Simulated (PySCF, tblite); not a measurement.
# C₅H₁₇BN₂Si: geometry, infrared bands and NMR shifts

Wanted: the infrared bands and NMR shifts of C₅H₁₇BN₂Si (`C[N+]1(C)[BH2-][C@@H](N[SiH3])CC1`), by calculation.

Programs: tblite 0.8.0 and PySCF 2.14.0, with density-fitted response routines of our own. Each step states its level of theory. These are calculated values for one molecule in the gas phase, unless marked as measured. Atoms count from 0, in the outputs and in this text.

## 1. The molecule as given

26 atoms, charge 0, multiplicity 1; geometry from: force field or distance geometry start.

Bonds of the start (Å): C0–N1 1.48, N1–C2 1.46, N1–B3 1.56, B3–C4 1.61, C4–N5 1.48, N5–Si6 1.81, C4–C7 1.53, C7–C8 1.52, C8–N1 1.49, C0–H9 1.11, C0–H10 1.11, C0–H11 1.12, C2–H12 1.10, C2–H13 1.12, C2–H14 1.11, B3–H15 1.18, B3–H16 1.20, C4–H17 1.11, N5–H18 1.04, Si6–H19 1.47, Si6–H20 1.47, Si6–H21 1.47, C7–H22 1.12, C7–H23 1.11, C8–H24 1.11, C8–H25 1.12.

## 2. Geometry optimisation with GFN2-xTB

The job: settings as JSON, then the geometry in Å.

```
{"job": {"kind": "relax", "xc": "GFN2-xTB", "basis": "xTB"}, "charge": 0, "multiplicity": 1}
C     -2.304000    -1.171900     1.068200
N     -1.423800    -0.280600     0.277900
C     -2.202600     0.408600    -0.749800
B     -0.252200    -1.083800    -0.373300
C      1.102000    -0.272600    -0.062400
N      1.846200    -0.011000    -1.312200
Si     3.483800     0.666100    -0.950500
C      0.614800     1.026300     0.579700
C     -0.750000     0.695700     1.173200
H     -2.809400    -1.920600     0.414700
H     -1.755000    -1.723800     1.855100
H     -3.111200    -0.579300     1.576100
H     -1.580600     1.098300    -1.348100
H     -3.018400     1.019900    -0.296200
H     -2.693200    -0.307500    -1.444600
H     -0.418900    -1.234700    -1.528300
H     -0.149400    -2.180100     0.114100
H      1.713100    -0.862900     0.654900
H      2.036100    -0.922900    -1.775000
H      3.353500     1.985300    -0.308100
H      4.202200    -0.239300    -0.039500
H      4.239100     0.807500    -2.197800
H      1.318800     1.381700     1.373000
H      0.486400     1.815100    -0.189700
H     -0.583900     0.281700     2.194100
H     -1.364700     1.627100     1.307700
```

On the command line:

```sh
OMP_NUM_THREADS=1 python probes_run.py task.json out
```

The driver reads the jobs from task.json and runs them one after another.

Log:

```text
step      E/eV     max force
  0    -767.38254    2.452
  1    -767.62940    1.418
  2    -767.74413    0.907
  3    -767.79006    0.712
  4    -767.84820    0.378
  5    -767.86465    0.412
  6    -767.89031    0.373
  7    -767.90686    0.299
  8    -767.92326    0.225
  9    -767.93558    0.255
 10    -767.94752    0.271
 11    -767.95967    0.314
 12    -767.97074    0.253
 13    -767.97903    0.200
 14    -767.98584    0.166
 15    -767.99273    0.277
 16    -767.99795    0.242
 17    -768.00045    0.303
 18    -768.00240    0.087
 19    -768.00383    0.091
 20    -768.00593    0.122
 21    -768.00765    0.103
 22    -768.00922    0.084
 23    -768.01032    0.068
 24    -768.01141    0.090
 25    -768.01248    0.079
 26    -768.01347    0.072
 27    -768.01432    0.059
 28    -768.01521    0.085
 29    -768.01622    0.099
 30    -768.01723    0.080
 31    -768.01803    0.072
 32    -768.01859    0.050
 33    -768.01899    0.042
 34    -768.01932    0.040
 35    -768.01962    0.043
 36    -768.01992    0.044
 37    -768.02026    0.051
 38    -768.02069    0.051
 39    -768.02122    0.054
 40    -768.02176    0.053
 41    -768.02229    0.053
 42    -768.02284    0.071
 43    -768.02347    0.072
 44    -768.02418    0.059
 45    -768.02488    0.068
 46    -768.02549    0.063
 47    -768.02602    0.058
 48    -768.02651    0.051
 49    -768.02689    0.036
 50    -768.02715    0.030
 51    -768.02736    0.029
 52    -768.02758    0.031
 53    -768.02783    0.032
 54    -768.02805    0.032
 55    -768.02822    0.028
 56    -768.02837    0.027
 57    -768.02858    0.033
 58    -768.02890    0.047
 59    -768.02933    0.055
 60    -768.02981    0.041
 61    -768.03024    0.050
 62    -768.03065    0.055
 63    -768.03109    0.051
 64    -768.03161    0.049
 65    -768.03220    0.053
 66    -768.03289    0.057
 67    -768.03375    0.062
 68    -768.03479    0.074
 69    -768.03590    0.074
 70    -768.03697    0.081
 71    -768.03801    0.092
 72    -768.03907    0.091
 73    -768.03945    0.284
 74    -768.04078    0.129
 75    -768.04199    0.065
 76    -768.04376    0.139
 77    -768.04503    0.138
 78    -768.04665    0.148
 79    -768.04776    0.095
 80    -768.04900    0.165
 81    -768.04924    0.242
 82    -768.05097    0.057
 83    -768.05212    0.185
 84    -768.05323    0.198
 85    -768.05423    0.143
 86    -768.05514    0.090
 87    -768.05627    0.069
 88    -768.05719    0.086
 89    -768.05578    0.376
 90    -768.05822    0.063
 91    -768.05866    0.064
 92    -768.06012    0.079
 93    -768.06043    0.046
 94    -768.06097    0.032
 95    -768.06116    0.033
 96    -768.06146    0.030
 97    -768.06170    0.025
 98    -768.06196    0.024
 99    -768.06212    0.020
100    -768.06225    0.018
101    -768.06235    0.019
102    -768.06246    0.020
103    -768.06258    0.020
104    -768.06269    0.025
105    -768.06281    0.028
106    -768.06292    0.034
107    -768.06304    0.032
108    -768.06316    0.025
109    -768.06332    0.027
110    -768.06351    0.027
111    -768.06370    0.027
112    -768.06384    0.021
113    -768.06393    0.018
114    -768.06400    0.019
115    -768.06405    0.021
116    -768.06410    0.021
117    -768.06416    0.018
118    -768.06423    0.019
119    -768.06431    0.022
120    -768.06442    0.023
121    -768.06454    0.021
122    -768.06468    0.019
123    -768.06484    0.022
124    -768.06501    0.025
125    -768.06516    0.025
126    -768.06529    0.020
127    -768.06540    0.020
128    -768.06551    0.019
129    -768.06560    0.019
130    -768.06566    0.016
131    -768.06571    0.014
132    -768.06578    0.018
133    -768.06585    0.023
134    -768.06592    0.025
135    -768.06599    0.021
136    -768.06606    0.022
137    -768.06615    0.024
138    -768.06624    0.023
139    -768.06633    0.023
140    -768.06644    0.022
141    -768.06660    0.035
142    -768.06683    0.044
143    -768.06708    0.039
144    -768.06729    0.032
145    -768.06746    0.030
146    -768.06768    0.037
147    -768.06803    0.054
148    -768.06865    0.069
149    -768.06958    0.087
150    -768.07063    0.267
151    -768.06598    0.306
152    -768.07070    0.492
153    -768.06472    0.376
154    -768.07625    0.100
155    -768.07873    0.138
156    -768.07312    0.922
157    -768.08235    0.156
158    -768.08470    0.186
159    -768.07362    1.190
160    -768.09113    0.107
161    -768.09369    0.106
162    -768.08113    0.996
163    -768.09645    0.097
164    -768.09776    0.116
165    -768.09819    0.362
166    -768.10013    0.151
167    -768.10086    0.117
168    -768.10389    0.091
169    -768.10455    0.064
170    -768.10533    0.080
171    -768.10617    0.050
172    -768.10661    0.044
173    -768.10707    0.045
174    -768.10752    0.058
175    -768.10797    0.046
176    -768.10843    0.046
177    -768.10904    0.064
178    -768.10980    0.066
179    -768.11053    0.064
180    -768.11118    0.050
181    -768.11186    0.048
182    -768.11254    0.052
183    -768.11328    0.087
184    -768.11405    0.047
185    -768.11477    0.042
186    -768.11533    0.043
187    -768.11573    0.043
188    -768.11605    0.053
189    -768.11625    0.024
190    -768.11640    0.023
191    -768.11655    0.023
192    -768.11673    0.027
193    -768.11690    0.027
194    -768.11704    0.022
195    -768.11716    0.023
196    -768.11729    0.026
197    -768.11741    0.025
198    -768.11751    0.023
199    -768.11760    0.016
200    -768.11769    0.016
201    -768.11778    0.018
202    -768.11785    0.016
203    -768.11789    0.009
```

Wall time 6.3 s (1 thread of Intel Xeon at 2.50GHz, shared host); peak memory 0.18 GiB.

The steps of the relaxation: (not every step is listed)

| step | energy from step 0 (eV) | largest force (eV/Å) |
| --- | --- | --- |
| 0 | 0.0000 | 2.4522 |
| 1 | -0.2469 | 1.4184 |
| 2 | -0.3616 | 0.9073 |
| 3 | -0.4075 | 0.7123 |
| 4 | -0.4657 | 0.3776 |
| 5 | -0.4821 | 0.4116 |
| 6 | -0.5078 | 0.3733 |
| 7 | -0.5243 | 0.2991 |
| 8 | -0.5407 | 0.2251 |
| 27 | -0.6318 | 0.0594 |
| 46 | -0.6430 | 0.0627 |
| 65 | -0.6497 | 0.0535 |
| 84 | -0.6707 | 0.1978 |
| 103 | -0.6800 | 0.0204 |
| 122 | -0.6821 | 0.0189 |
| 141 | -0.6841 | 0.0351 |
| 160 | -0.7086 | 0.1068 |
| 179 | -0.7280 | 0.0636 |
| 198 | -0.7350 | 0.0232 |
| 199 | -0.7351 | 0.0162 |
| 200 | -0.7352 | 0.0161 |
| 201 | -0.7352 | 0.0178 |
| 202 | -0.7353 | 0.0156 |
| 203 | -0.7354 | 0.0090 |

Distances of close pairs at the start and the end, largest changes first:

| bond | before (Å) | after (Å) | change (Å) |
| --- | --- | --- | --- |
| N5–Si6 | 1.809 | 1.714 | -0.094 |
| N1–B3 | 1.563 | 1.637 | +0.075 |
| N5–H18 | 1.040 | 1.010 | -0.031 |
| B3–C4 | 1.609 | 1.638 | +0.029 |
| C7–H22 | 1.119 | 1.089 | -0.029 |
| C0–H11 | 1.123 | 1.094 | -0.029 |
| C8–H25 | 1.124 | 1.096 | -0.028 |
| C0–H9 | 1.115 | 1.088 | -0.027 |

The next job starts from the end point, and lists it.

## 3. Infrared spectrum with GFN2-xTB

The job: settings as JSON, then the geometry in Å.

```
{"job": {"kind": "ir", "xc": "GFN2-xTB", "basis": "xTB"}, "charge": 0, "multiplicity": 1}
C     -2.595402    -0.922187     0.720595
N     -1.323907    -0.333288     0.320164
C     -1.502884     0.408592    -0.926377
B     -0.122646    -1.433447     0.153355
C      1.172886    -0.433166     0.226651
N      1.631346     0.007003    -1.097378
Si     3.063730     0.906742    -1.375497
C      0.684186     0.792532     1.032912
C     -0.788837     0.549669     1.363290
H     -2.932425    -1.608532    -0.053717
H     -2.464129    -1.485889     1.641388
H     -3.355395    -0.150817     0.873791
H     -0.537370     0.774017    -1.268052
H     -2.190065     1.247305    -0.784429
H     -1.907100    -0.257918    -1.685462
H     -0.270527    -2.001274    -0.881996
H     -0.188401    -2.158702     1.095944
H      2.017509    -0.891963     0.757256
H      1.415462    -0.697782    -1.787142
H      2.916282     2.217511    -0.728037
H      4.317322     0.317579    -0.878312
H      3.122432     1.056350    -2.830656
H      1.254032     0.931440     1.950819
H      0.801055     1.693382     0.431335
H     -0.867240     0.019748     2.313942
H     -1.370959     1.475708     1.428886
```

Log:

```text
mode    cm-1     km/mol
  1      52.0      3.12
  2      81.3      1.92
  3     135.2      0.39
  4     150.8      0.87
  5     194.7      5.12
  6     226.9      0.14
  7     241.7      0.23
  8     289.0      0.85
  9     324.6      5.64
 10     351.2      7.14
 11     417.1     12.35
 12     424.9      3.65
 13     436.7      3.67
 14     497.8     67.20
 15     554.0      0.98
 16     571.4     47.19
 17     596.9     51.78
 18     617.7     55.39
 19     678.8     17.79
 20     767.6    146.37
 21     772.0    140.08
 22     811.6    253.45
 23     818.9     37.76
 24     844.0    217.19
 25     875.9     29.37
 26     899.2     97.32
 27     930.5     12.59
 28     946.8     16.60
 29     982.3     36.13
 30    1029.9      7.68
 31    1038.0     18.75
 32    1044.1     34.43
 33    1076.6    115.95
 34    1083.6      6.16
 35    1092.9     36.09
 36    1130.8     15.86
 37    1164.3     39.54
 38    1172.5      1.62
 39    1215.1     21.68
 40    1234.1      2.62
 41    1252.2     74.51
 42    1259.0      5.55
 43    1267.1     10.59
 44    1301.5     17.58
 45    1321.3     56.70
 46    1325.6     13.46
 47    1339.1     12.76
 48    1405.9      2.27
 49    1423.4      5.62
 50    1460.2      0.75
 51    1471.3      2.12
 52    1476.0      4.84
 53    1482.7      6.63
 54    1490.4     13.12
 55    1501.0      4.49
 56    2163.9    468.37
 57    2202.1    277.91
 58    2242.7    341.09
 59    2451.0    254.86
 60    2469.6    199.18
 61    2867.5     93.64
 62    2921.6     52.22
 63    2958.7      7.35
 64    2962.2     99.85
 65    2982.9      6.27
 66    2998.8     66.19
 67    3007.1     35.00
 68    3031.7      2.83
 69    3036.6     15.92
 70    3037.6     25.83
 71    3042.1     18.01
 72    3432.5     10.01
```

Wall time 4.3 s (1 thread of Intel Xeon at 2.50GHz, shared host); peak memory 0.18 GiB.

The strongest bands and the atoms that carry them (share of the mass-weighted mode):

| cm⁻¹ | km/mol | atoms |
| --- | --- | --- |
| 768 | 146.4 | H21 31 %, H19 26 %, N5 11 % |
| 812 | 253.4 | H21 30 %, H20 27 %, H19 19 % |
| 844 | 217.2 | H19 47 %, H20 42 % |
| 2164 | 468.4 | H20 73 %, H19 22 % |
| 2202 | 277.9 | H19 74 %, H20 22 % |
| 2243 | 341.1 | H21 95 % |
| 2451 | 254.9 | H16 58 %, H15 32 % |
| 2470 | 199.2 | H15 61 %, H16 35 % |

## 4. NMR shieldings: PBE0/pcSseg-1

Same as in step 3 but for these lines:

```diff
@@ -1,2 +1,2 @@
-{"job": {"kind": "ir", "xc": "GFN2-xTB", "basis": "xTB"}, "charge": 0, "multiplicity": 1}
+{"job": {"kind": "nmr", "xc": "PBE0", "basis": "pcSseg-1"}, "charge": 0, "multiplicity": 1}
 C     -2.595402    -0.922187     0.720595
```

Method: GIAO PBE0/pcSseg-1 NMR shielding, non-relativistic, gas phase.

Log:

```text
coarse grid: 20808 points
cycle   1  E = -623.9028307269  dE =  9.561e-01  |g| = 5.491e-01  |ddm| = 4.356e+00
cycle   2  E = -623.8655546928  dE =  3.728e-02  |g| = 7.031e-01  |ddm| = 1.398e+00
cycle   3  E = -623.9813922229  dE = -1.158e-01  |g| = 9.980e-02  |ddm| = 8.564e-01
cycle   4  E = -623.9834362414  dE = -2.044e-03  |g| = 3.670e-02  |ddm| = 1.269e-01
cycle   5  E = -623.9837325075  dE = -2.963e-04  |g| = 8.566e-03  |ddm| = 3.764e-02
cycle   6  E = -623.9837455865  dE = -1.308e-05  |g| = 3.098e-03  |ddm| = 8.729e-03
cycle   7  E = -623.9837477600  dE = -2.173e-06  |g| = 4.617e-04  |ddm| = 3.022e-03
final grid: 192488 points
cycle   8  E = -624.0334855885  dE = -9.226e-05  |g| = 1.047e-02  |ddm| = 6.192e-02
cycle   9  E = -624.0334703502  dE =  1.524e-05  |g| = 1.318e-02  |ddm| = 2.488e-02
cycle  10  E = -624.0335136602  dE = -4.331e-05  |g| = 1.571e-03  |ddm| = 1.425e-02
cycle  11  E = -624.0335141626  dE = -5.024e-07  |g| = 3.809e-04  |ddm| = 1.615e-03
cycle  12  E = -624.0335141910  dE = -2.842e-08  |g| = 8.579e-05  |ddm| = 3.740e-04
cycle  13  E = -624.0335141924  dE = -1.383e-09  |g| = 3.545e-05  |ddm| = 1.138e-04
cycle  14  E = -624.0335141927  dE = -2.751e-10  |g| = 5.358e-06  |ddm| = 3.187e-05
converged SCF energy = -624.0335141927

GIAO shielding tensors (ppm)
atom      isotropic    diamagn.    paramagn.     s11        s22        s33       span
  0 C      135.181     244.118    -108.936    101.248    119.096    185.200     83.952
  1 N      199.379     322.684    -123.305    178.253    196.092    223.793     45.540
  2 C      136.123     251.313    -115.190    104.240    122.542    181.587     77.347
  3 B      104.921     190.564     -85.643     86.236    101.528    126.999     40.762
  4 C      139.980     248.437    -108.457    122.929    137.793    159.219     36.290
  5 N      217.906     320.986    -103.080    165.880    217.131    270.706    104.826
  6 Si     415.575     880.010    -464.435    359.754    403.107    483.862    124.108
  7 C      149.174     249.813    -100.639    127.474    143.062    176.986     49.512
  8 C      120.264     251.719    -131.455     78.638    113.951    168.201     89.563
  9 H       28.861      28.700       0.161     24.758     26.179     35.646     10.888
 10 H       29.110      29.107       0.003     24.822     26.675     35.834     11.012
 11 H       29.323      28.323       1.000     25.401     26.364     36.203     10.802
 12 H       26.793      31.964      -5.171     20.314     28.031     32.035     11.721
 13 H       29.857      31.993      -2.136     26.308     26.955     36.309     10.000
 14 H       29.292      32.187      -2.896     26.073     26.419     35.383      9.310
 15 H       29.659      33.775      -4.116     25.637     29.712     33.628      7.991
 16 H       29.414      33.542      -4.128     25.385     29.889     32.967      7.582
 17 H       28.688      33.274      -4.586     23.046     28.999     34.019     10.972
 18 H       30.827      34.304      -3.477     21.350     30.910     40.222     18.872
 19 H       27.125      29.571      -2.446     22.930     26.792     31.652      8.722
 20 H       27.176      28.675      -1.499     23.495     24.740     33.292      9.797
 21 H       27.323      28.728      -1.405     23.503     25.474     32.992      9.490
 22 H       29.349      32.185      -2.836     24.508     27.969     35.569     11.060
 23 H       29.538      33.529      -3.991     25.132     29.208     34.273      9.141
 24 H       28.807      33.132      -4.324     23.554     28.588     34.280     10.727
 25 H       29.016      32.666      -3.650     24.488     28.033     34.526     10.038
```

Run time: 2.9 min. Hardware: 1 thread of Intel Xeon at 2.50GHz, shared host; peak memory 1.2 GiB.

The references, computed at this level on geometries of the same kind, shield at (ppm): ¹H TMS 31.72, ¹³C TMS 186.9, ²⁹Si TMS 349.2, ¹⁵N NH3 267.7, ¹¹B BF3·OEt2 100.1. Their shielding less the atom's gives the shift. The references are single molecules in the gas phase, so shifts against H2O, NH3, PH3, H3PO4 or CFCl3 are not on the usual liquid scales and can be off by tens of ppm. Atoms listed in one row are averaged.

| atoms | environment | σ (ppm) | δ (ppm) | δ scaled to CDCl3 |
| --- | --- | --- | --- | --- |
| C8 | sp3 CH2 bonded to N | 120.3 | 66.7 | 63.1 |
| C0 | methyl carbon bonded to N | 135.2 | 51.7 | 48.6 |
| C2 | methyl carbon bonded to N | 136.1 | 50.8 | 47.7 |
| C4 | sp3 CH bonded to B and N | 140.0 | 46.9 | 43.9 |
| C7 | sp3 CH2 in a ring | 149.2 | 37.8 | 34.9 |
| H19, H20, H21 | hydrogen on a silicon bonded to N | 27.21 | 4.51 | – |
| H12, H13, H14 | hydrogen on a methyl carbon bonded to N | 28.65 | 3.07 | 3.00 |
| H17 | hydrogen on an sp3 CH bonded to B and N | 28.69 | 3.03 | 2.96 |
| H24 | hydrogen on an sp3 CH2 bonded to N | 28.81 | 2.91 | 2.85 |
| H25 | hydrogen on an sp3 CH2 bonded to N | 29.02 | 2.70 | 2.65 |
| H9, H10, H11 | hydrogen on a methyl carbon bonded to N | 29.10 | 2.62 | 2.57 |
| H22 | hydrogen on an sp3 CH2 in a ring | 29.35 | 2.37 | 2.34 |
| H16 | hydrogen on a boron bonded to C, N, in a 5-membered ring | 29.41 | 2.30 | – |
| H23 | hydrogen on an sp3 CH2 in a ring | 29.54 | 2.18 | 2.16 |
| H15 | hydrogen on a boron bonded to C, N, in a 5-membered ring | 29.66 | 2.06 | – |
| H18 | hydrogen on a nitrogen bonded to C, Si | 30.83 | 0.89 | – |
| N1 | donor nitrogen of a Lewis adduct | 199.4 | 68.3 | – |
| N5 | nitrogen bonded to C, Si, H | 217.9 | 49.8 | – |
| B3 | boron bonded to C, N, 2 H, in a 5-membered ring | 104.9 | -4.9 | – |
| Si6 | silicon bonded to N, 3 H | 415.6 | -66.4 | – |

The scaled column applies a straight-line fit of computed shieldings to shifts measured in CDCl3 (root-mean-square error 0.16 ppm for H, 1.9 ppm for C).

The run also stored atomic charges by several schemes (e):

| atoms | Mulliken | IAO | Hirshfeld | ESP fit |
| --- | --- | --- | --- | --- |
| C0 | -0.06 | -0.30 | -0.05 | -0.55 |
| N1 | -0.69 | -0.01 | 0.04 | 0.33 |
| C2 | -0.09 | -0.31 | -0.05 | -0.35 |
| B3 | 0.07 | -0.23 | -0.04 | -0.23 |
| C4 | -0.21 | -0.13 | -0.05 | 0.34 |
| N5 | -0.65 | -0.68 | -0.24 | -0.70 |
| Si6 | 0.61 | 0.74 | 0.33 | 0.52 |
| C7 | -0.17 | -0.27 | -0.08 | -0.24 |
| C8 | -0.03 | -0.15 | -0.01 | -0.15 |

Mayer bond orders: C0–N1 0.93, N1–C2 0.91, N1–B3 0.58, B3–C4 0.86, C4–N5 0.91, N5–Si6 1.03, C4–C7 0.99, C7–C8 1.07, C8–N1 0.88.

Ring of atoms N1, B3, C4, C7, C8: NICS(0) -5.0, NICS(1) -3.0, NICS(1)zz -3.4 ppm (means of both faces).

## 5. Results

```
                                                              quantity                                                                 value
                             strongest single infrared mode (GFN2-xTB)                                                 2164 cm⁻¹, 468 km/mol
                                          zero-point energy (GFN2-xTB)                                                        137.8 kcal/mol
                                ¹³C shifts against TMS (PBE0/pcSseg-1)                                      66.7, 51.7, 50.8, 46.9, 37.8 ppm
¹H shifts against TMS (PBE0/pcSseg-1, means over atoms taken as alike)  4.51, 3.07, 3.03, 2.91, 2.70, 2.62, 2.37, 2.30, 2.18, 2.06, 0.89 ppm
                                ¹⁵N shifts against NH3 (PBE0/pcSseg-1)                                                        68.3, 49.8 ppm
                           ¹¹B shifts against BF3·OEt2 (PBE0/pcSseg-1)                                                              -4.9 ppm
                               ²⁹Si shifts against TMS (PBE0/pcSseg-1)                                                             -66.4 ppm
```

In words: Relaxing lowered the energy by 0.735 eV in 203 steps; the close pair that moved most is N5–Si6, from 1.809 to 1.714 Å. No mode is imaginary among the 72: a minimum at this level. The strongest single mode, at 2164 cm⁻¹, moves mainly H20. Unscaled tight-binding wavenumbers are off by several per cent, some by more. Its intensities can rank the bands wrongly. The most deshielded carbon is C8 (sp3 CH2 bonded to N), at 66.7 ppm: deshielded by the electronegative neighbour. At PBE0/pcSseg-1: The widest tensor belongs to Si6: span 124 ppm, with a paramagnetic part of -464 ppm.
